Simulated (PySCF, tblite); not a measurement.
# C5H11ClO3Si: geometry, infrared bands and NMR shifts

Aim: predict the infrared bands and NMR shifts of C5H11ClO3Si (`COC(=O)[Si@@H](Cl)[C@@H](C)OC`).

Programs: tblite 0.8.0 and PySCF 2.14.0, with density-fitted response routines of our own. Each step states its level of theory. These are calculated values for one molecule in the gas phase, unless marked as measured. Atoms are numbered from 0 throughout.

**1. The starting structure**

21 atoms, charge 0, multiplicity 1; geometry from: force field or distance geometry start.

Bonds of the start (Å): C0–O1 1.44, O1–C2 1.34, C2–O3 1.24, C2–Si4 1.91, Si4–Cl5 2.06, Si4–C6 1.93, C6–C7 1.53, C6–O8 1.44, O8–C9 1.43, C0–H10 1.08, C0–H11 1.09, C0–H12 1.09, Si4–H13 1.48, C6–H14 1.10, C7–H15 1.10, C7–H16 1.10, C7–H17 1.09, C9–H18 1.09, C9–H19 1.09, C9–H20 1.10.

**2. Optimising the geometry with GFN2-xTB**

The job: settings as JSON, then the geometry in Å.

```
{"job": {"kind": "relax", "xc": "GFN2-xTB", "basis": "xTB"}, "charge": 0, "multiplicity": 1}
C      4.143100    -0.395300     0.373000
O      2.892300    -0.078400     1.009500
C      1.852500     0.062500     0.169300
O      1.895000    -0.054800    -1.059500
Si     0.160700     0.498800     0.934600
Cl     0.085700     2.518200     1.349200
C     -1.254600     0.094700    -0.320800
C     -1.299300    -1.392200    -0.677600
O     -2.566100     0.459500     0.156300
C     -3.388500     1.034700    -0.858000
H      4.902900    -0.480500     1.142400
H      4.415000     0.406900    -0.312300
H      4.056300    -1.347300    -0.143400
H     -0.064100    -0.214600     2.216700
H     -1.018700     0.677100    -1.217900
H     -2.089200    -1.585700    -1.413800
H     -1.554300    -2.004300     0.197100
H     -0.356100    -1.759200    -1.090500
H     -4.367400     1.255000    -0.428800
H     -3.506000     0.341600    -1.690500
H     -2.948100     1.980100    -1.211300
```

Started as:

```console
> OMP_NUM_THREADS=1 python probes_run.py task.json out
```

One launch serves the whole session: the jobs run in the order shown.

**Question.** This job is followed by: GFN2-xTB harmonic vibrations, gas phase; GIAO PBE0/pcSseg-1 NMR shielding, non-relativistic, gas phase. What will the session give for the following? strongest single infrared mode (GFN2-xTB); zero-point energy (GFN2-xTB); ¹³C shifts against TMS (PBE0/pcSseg-1); ¹H shifts against TMS (PBE0/pcSseg-1, means over atoms taken as alike); ¹⁷O shifts against H2O (PBE0/pcSseg-1); ²⁹Si shifts against TMS (PBE0/pcSseg-1); ³⁵Cl shifts against HCl (PBE0/pcSseg-1); surface potential, 1st and 99th percentile.

**Answer**, as computed:

| quantity | value |
| --- | --- |
| strongest single infrared mode (GFN2-xTB) | 1733 cm⁻¹, 281 km/mol |
| zero-point energy (GFN2-xTB) | 97.7 kcal/mol |
| ¹³C shifts against TMS (PBE0/pcSseg-1) | 186.8, 77.1, 59.9, 51.8, 14.2 ppm |
| ¹H shifts against TMS (PBE0/pcSseg-1, means over atoms taken as alike) | 4.91, 3.97, 3.58, 3.41, 1.49 ppm |
| ¹⁷O shifts against H2O (PBE0/pcSseg-1) | 496.6, 220.7, 24.4 ppm |
| ²⁹Si shifts against TMS (PBE0/pcSseg-1) | -23.4 ppm |
| ³⁵Cl shifts against HCl (PBE0/pcSseg-1) | -50 ppm |
| surface potential, 1st and 99th percentile | -1.36 V and 1.06 V |

**Reading.** Over 117 steps the energy fell by 0.279 eV; of the close pairs, Si4–Cl5 changed most, 2.063 to 2.004 Å. The lowest mode is slightly imaginary (5i cm⁻¹), a soft motion within the noise of the Hessian, so the minimum is not strictly shown. The strongest single mode, at 1733 cm⁻¹, moves mainly C2 and O3. GFN2-xTB is a fitted tight-binding method: band positions and strengths are rough. Its intensities can rank the bands wrongly. At PBE0/pcSseg-1: The largest span, 805 ppm, is at O3, where the paramagnetic term is -564 ppm. At PBE0/pcSseg-1, counted by nearest atom on the grid, the HOMO lies on O8 57 %; H19 8 %, the LUMO on C2 36 %; O3 21 %.
